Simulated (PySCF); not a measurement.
NGeFH2, in a box:

```
CELL_PARAMETERS angstrom
12.00000 0.00000 0.00000
0.00000 12.00000 0.00000
0.00000 0.00000 12.00000
ATOMIC_POSITIONS crystal
N 0.44802 0.54119 0.48334
Ge 0.52400 0.48679 0.60183
F 0.62102 0.41190 0.52002
H 0.38115 0.59160 0.48951
H 0.46912 0.52350 0.40384
```

Base run:

```yaml
Program: PySCF 2.14.0
Functional: wB97X
Potentials_or_basis: 6-31g* (all-electron)
k_mesh: 1 × 1 × 1
Occupations: fixed
Spin: no spin polarisation
```

Its results: gap between the frontier levels 10.71 eV.

Question: After a change of settings the same cell gave: gap between the frontier levels 8.27 eV. Which change was it?
A. functional from wB97X to HSE06; dispersion from none to D4
B. functional from wB97X to r2SCANh; dispersion from none to D4
C. functional from wB97X to M06-2X

Answer: C.

Caveats: this is a molecule in a periodic box at the Γ point, so its band gap is the HOMO-LUMO gap; relativity is left out, which matters for the heavier elements; the basis of atomic orbitals isn't converged, which shifts pressures, moduli and gaps.

Runs at the PBE level aren't shown here.
